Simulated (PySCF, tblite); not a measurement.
# C6H4FNS: geometry, infrared bands and NMR shifts

Aim: predict the infrared bands and NMR shifts of C6H4FNS (`Fc1cc2sccc2[nH]1`).

The runs use tblite 0.8.0 and PySCF 2.14.0, with density-fitted response routines of our own; the level of theory stands in each step. All values are computed, except where a source is named. Atoms are numbered from 0 throughout.

## Step 1: Starting geometry

13 atoms, charge 0, multiplicity 1; geometry from: force field or distance geometry start.

Bonds of the start (Å): F0–C1 1.32, C1–C2 1.40, C2–C3 1.37, C3–S4 1.91, S4–C5 1.91, C5–C6 1.36, C6–C7 1.35, C7–N8 1.37, N8–C1 1.34, C7–C3 1.36, C2–H9 1.09, C5–H10 1.09, C6–H11 1.10, N8–H12 1.04.

## Step 2: Optimising the geometry with GFN2-xTB

The job: settings as JSON, then the geometry in Å.

```
{"job": {"kind": "relax", "xc": "GFN2-xTB", "basis": "xTB"}, "charge": 0, "multiplicity": 1}
F     -3.222200     0.649500    -0.544400
C     -1.970800     0.339700    -0.263800
C     -1.594700    -0.513900     0.778400
C     -0.227900    -0.544200     0.700700
S      1.217300    -1.378100     1.626900
C      2.366500    -0.479500     0.392800
C      1.605800     0.259600    -0.464800
C      0.270700     0.226300    -0.298200
N     -0.852400     0.757000    -0.880700
H     -2.235600    -1.033800     1.488200
H      3.454300    -0.551900     0.390100
H      2.096700     0.854600    -1.255600
H     -0.912200     1.415300    -1.687300
```

Run with:

```sh
> OMP_NUM_THREADS=1 python probes_run.py task.json out
```

One launch serves the whole session: the jobs run in the order shown.

Log:

```text
step      E/eV     max force
  0    -700.38993    4.928
  1    -701.00453    2.333
  2    -701.19021    1.125
  3    -701.27946    0.799
  4    -701.31481    0.632
  5    -701.35727    0.392
  6    -701.36545    0.356
  7    -701.37114    0.200
  8    -701.37468    0.144
  9    -701.37695    0.123
 10    -701.37871    0.159
 11    -701.38046    0.144
 12    -701.38181    0.113
 13    -701.38253    0.065
 14    -701.38288    0.057
 15    -701.38308    0.041
 16    -701.38323    0.041
 17    -701.38335    0.026
 18    -701.38345    0.032
 19    -701.38351    0.026
 20    -701.38354    0.015
 21    -701.38356    0.014
 22    -701.38358    0.012
 23    -701.38359    0.008
```

It took 0.15 s on 1 thread of Arm Neoverse V1, shared host.

Along the way:

```
step  energy from step 0 (eV)  largest force (eV/Å)
   0                   0.0000                4.9280
   1                  -0.6146                2.3328
   2                  -0.8003                1.1253
   3                  -0.8895                0.7985
   4                  -0.9249                0.6316
   5                  -0.9673                0.3917
   6                  -0.9755                0.3557
   7                  -0.9812                0.2001
   8                  -0.9847                0.1444
   9                  -0.9870                0.1225
  10                  -0.9888                0.1594
  11                  -0.9905                0.1444
  12                  -0.9919                0.1126
  13                  -0.9926                0.0647
  14                  -0.9929                0.0566
  15                  -0.9931                0.0410
  16                  -0.9933                0.0409
  17                  -0.9934                0.0265
  18                  -0.9935                0.0320
  19                  -0.9936                0.0257
  20                  -0.9936                0.0154
  21                  -0.9936                0.0143
  22                  -0.9937                0.0117
  23                  -0.9937                0.0083
```

Close pairs (by a distance rule), those that changed most:

```
  bond  before (Å)  after (Å)  change (Å)
 C3–S4       1.908      1.724      -0.184
 S4–C5       1.911      1.736      -0.174
 C6–C7       1.346      1.410      +0.065
 C2–C3       1.369      1.412      +0.043
 C3–C7       1.356      1.395      +0.039
N8–H12       1.043      1.006      -0.037
 C1–C2       1.399      1.366      -0.033
C6–H11       1.105      1.074      -0.030
```

The end geometry stands in the next job.

## Step 3: Vibrational analysis with GFN2-xTB

The job: settings as JSON, then the geometry in Å.

```
{"job": {"kind": "ir", "xc": "GFN2-xTB", "basis": "xTB"}, "charge": 0, "multiplicity": 1}
F     -3.174199     0.667695    -0.568271
C     -1.946137     0.291356    -0.199948
C     -1.563438    -0.541999     0.812198
C     -0.154324    -0.568833     0.726122
S      1.207058    -1.284432     1.505854
C      2.274571    -0.476372     0.400234
C      1.643340     0.299911    -0.518171
C      0.246253     0.248005    -0.331955
N     -0.880930     0.776458    -0.898410
H     -2.197842    -1.052130     1.505266
H      3.328996    -0.634506     0.506658
H      2.148001     0.869476    -1.276558
H     -0.935739     1.405858    -1.680746
```

Log:

```text
mode    cm-1     km/mol
  1     149.0      0.66
  2     246.3      0.00
  3     279.7      1.24
  4     329.7      1.48
  5     437.5     12.53
  6     445.7     14.83
  7     472.3     98.39
  8     519.0     15.88
  9     550.3      1.07
 10     568.1      1.48
 11     620.6      4.10
 12     695.0      6.28
 13     737.3     12.41
 14     783.0     19.51
 15     796.2     37.30
 16     808.3      7.37
 17     828.3      4.97
 18     997.5     43.57
 19    1040.6     10.81
 20    1074.4     10.75
 21    1117.1      5.87
 22    1135.7      1.21
 23    1226.8     23.29
 24    1363.9     59.91
 25    1399.0      0.78
 26    1428.8     90.90
 27    1501.3     37.20
 28    1545.9     14.63
 29    1571.7    210.63
 30    3136.1     15.05
 31    3168.9      4.64
 32    3202.7      2.65
 33    3493.0     38.07
```

Run time: 0.41 s. Hardware: 1 thread of Arm Neoverse V1, shared host.

Which atoms move in the most intense modes:

```
cm⁻¹  km/mol                               atoms
 472    98.4                   H12 63 %, N8 14 %
 796    37.3           C5 28 %, C2 17 %, S4 14 %
 998    43.6  C2 34 %, N8 33 %, F0 10 %, H9 10 %
1364    59.9  C3 31 %, C1 24 %, C2 17 %, N8 12 %
1429    90.9  C3 29 %, C1 27 %, N8 13 %, C2 13 %
1501    37.2           C5 34 %, C6 34 %, C7 16 %
1572   210.6                    C1 59 %, C2 28 %
3493    38.1                            H12 93 %
```

## Step 4: Shielding tensors: PBE0/pcSseg-1

Same as in step 3 but for these lines:

```diff
@@ -1,2 +1,2 @@
-{"job": {"kind": "ir", "xc": "GFN2-xTB", "basis": "xTB"}, "charge": 0, "multiplicity": 1}
+{"job": {"kind": "nmr", "xc": "PBE0", "basis": "pcSseg-1"}, "charge": 0, "multiplicity": 1}
 F     -3.174199     0.667695    -0.568271
```

Method: GIAO PBE0/pcSseg-1 NMR shielding, non-relativistic, gas phase.

Log:

```text
coarse grid: 12768 points
cycle   1  E = -783.0542506973  dE =  2.107e+00  |g| = 5.549e-01  |ddm| = 3.939e+00
cycle   2  E = -782.9871769515  dE =  6.707e-02  |g| = 7.956e-01  |ddm| = 1.084e+00
cycle   3  E = -783.1187495310  dE = -1.316e-01  |g| = 1.092e-01  |ddm| = 6.760e-01
cycle   4  E = -783.1211778679  dE = -2.428e-03  |g| = 4.066e-02  |ddm| = 1.250e-01
cycle   5  E = -783.1214946010  dE = -3.167e-04  |g| = 1.380e-02  |ddm| = 4.917e-02
cycle   6  E = -783.1215394818  dE = -4.488e-05  |g| = 4.569e-03  |ddm| = 2.011e-02
cycle   7  E = -783.1215443064  dE = -4.825e-06  |g| = 1.350e-03  |ddm| = 5.328e-03
final grid: 123080 points
cycle   8  E = -783.1811727518  dE = -3.124e-05  |g| = 8.706e-03  |ddm| = 3.791e-02
cycle   9  E = -783.1811545504  dE =  1.820e-05  |g| = 1.234e-02  |ddm| = 2.025e-02
cycle  10  E = -783.1811905713  dE = -3.602e-05  |g| = 1.359e-03  |ddm| = 1.332e-02
cycle  11  E = -783.1811909504  dE = -3.791e-07  |g| = 3.797e-04  |ddm| = 1.609e-03
cycle  12  E = -783.1811909836  dE = -3.327e-08  |g| = 1.168e-04  |ddm| = 4.130e-04
cycle  13  E = -783.1811909860  dE = -2.427e-09  |g| = 3.922e-05  |ddm| = 1.315e-04
cycle  14  E = -783.1811909864  dE = -3.863e-10  |g| = 9.931e-06  |ddm| = 5.730e-05
converged SCF energy = -783.1811909864

GIAO shielding tensors (ppm)
atom      isotropic    diamagn.    paramagn.     s11        s22        s33       span
  0 F      312.233     468.930    -156.697    249.868    334.456    352.374    102.506
  1 C       29.781     250.004    -220.223    -27.251     53.046     63.549     90.799
  2 C      100.888     250.800    -149.912     56.786     80.422    165.456    108.671
  3 C       55.919     266.489    -210.569      2.308     32.349    133.101    130.793
  4 S      355.005    1055.325    -700.320    206.762    414.123    444.130    237.368
  5 C       58.389     259.870    -201.482    -24.238     63.000    136.404    160.642
  6 C       73.284     249.633    -176.349     -5.218     64.834    160.236    165.454
  7 C       56.381     253.056    -196.675     -3.317     53.093    119.367    122.685
  8 N      127.408     332.389    -204.981     77.229    132.351    172.645     95.416
  9 H       25.586      30.376      -4.790     21.003     26.772     28.983      7.980
 10 H       24.841      29.933      -5.092     21.158     25.080     28.286      7.129
 11 H       24.811      30.055      -5.244     20.690     25.587     28.157      7.466
 12 H       24.158      32.497      -8.339     16.946     24.318     31.210     14.264
```

Wall time 23 s (1 thread of Arm Neoverse V1, shared host); peak memory 0.81 GiB.

Shifts follow as δ = σ(reference) − σ, with reference shieldings (ppm) from runs at the same level and on the same kind of geometry: 1H TMS 31.72, 13C TMS 186.9, 19F CFCl3 170.9, 15N NH3 267.7, 33S CS2 504. The references are single molecules in the gas phase, so shifts against H2O, NH3, PH3, H3PO4 or CFCl3 are not on the usual liquid scales and can be off by tens of ppm.

```
atoms                                         environment  σ (ppm)  δ (ppm)  δ scaled to CDCl3
   C1                    aromatic carbon bearing fluorine     29.8    157.1              151.5
   C3                         ring-fusion aromatic carbon     55.9    131.0              121.5
   C7                         ring-fusion aromatic carbon     56.4    130.5              125.5
   C5                 aromatic CH next to the ring sulfur     58.4    128.5              119.1
   C6                                         aromatic CH     73.3    113.6              109.0
   C2                                         aromatic CH    100.9     86.0               82.1
  H12            hydrogen on a pyrrole-type ring nitrogen    24.16     7.56                  –
  H11                          hydrogen on an aromatic CH    24.81     6.91               6.62
  H10  hydrogen on an aromatic CH next to the ring sulfur    24.84     6.88               6.59
   H9                          hydrogen on an aromatic CH    25.59     6.13               5.89
   F0                                       aryl fluorine    312.2   -141.3                  –
   S4                                aromatic ring sulfur      355      149                  –
   N8                          pyrrole-type ring nitrogen    127.4    140.3                  –
```

The scaled column applies a straight-line fit of computed shieldings to shifts measured in CDCl3, with any fitted terms for Cl, Br or S neighbours, and one for carbons that bear F (root-mean-square error 0.16 ppm for H, 1.9 ppm for C).

Charges from the same density, by scheme (e):

```
atoms  Mulliken    IAO  Hirshfeld  ESP fit
   F0     -0.26  -0.25      -0.08    -0.14
   C1      0.49   0.35       0.11     0.26
   C2     -0.14  -0.28      -0.12    -0.46
   C3     -0.36  -0.19      -0.06     0.06
   S4      0.30   0.31       0.08     0.04
   C5     -0.28  -0.32      -0.09    -0.37
   C6      0.05  -0.21      -0.09    -0.28
   C7      0.23   0.04       0.00     0.15
   N8     -0.52  -0.27      -0.08    -0.34
```

Mayer bond orders: F0–C1 0.99, C1–C2 1.56, C2–C3 1.24, C3–S4 1.07, S4–C5 1.14, C5–C6 1.59, C6–C7 1.23, C7–N8 1.02, N8–C1 1.17, C7–C3 1.34.

Ring of atoms C1, C2, C3, C7, N8: NICS(0) -15.0, NICS(1) -10.2, NICS(1)zz -25.4 ppm (means of both faces).

Ring of atoms C3, S4, C5, C6, C7: NICS(0) -13.0, NICS(1) -10.4, NICS(1)zz -23.8 ppm (means of both faces).

## Step 5: What came out

| quantity | value |
| --- | --- |
| strongest single infrared mode (GFN2-xTB) | 1572 cm⁻¹, 211 km/mol |
| zero-point energy (GFN2-xTB) | 53.9 kcal/mol |
| 13C shifts against TMS (PBE0/pcSseg-1) | 157.1, 131.0, 130.5, 128.5, 113.6, 86.0 ppm |
| 1H shifts against TMS (PBE0/pcSseg-1) | 7.56, 6.91, 6.88, 6.13 ppm |
| 19F shifts against CFCl3 (PBE0/pcSseg-1) | -141.3 ppm |
| 33S shifts against CS2 (PBE0/pcSseg-1) | 149 ppm |
| 15N shifts against NH3 (PBE0/pcSseg-1) | 140.3 ppm |

In words: The optimisation took 23 steps and gained 0.994 eV; among the close pairs (by a distance rule), C3–S4 changed most, from 1.908 to 1.724 Å. All 33 modes are real, so the xTB geometry is a minimum. The strongest single mode, at 1572 cm⁻¹, moves mainly C1. GFN2-xTB is a fitted tight-binding method: band positions and strengths are rough. Its intensities can rank the bands wrongly. At PBE0/pcSseg-1: The largest span, 237 ppm, is at S4, where the paramagnetic term is -700 ppm. NICS(1)zz of -25 ppm above the planar ring from C1 marks a diatropic (aromatic) ring current. NICS(1)zz of -24 ppm above the planar ring from C3 marks a diatropic (aromatic) ring current.
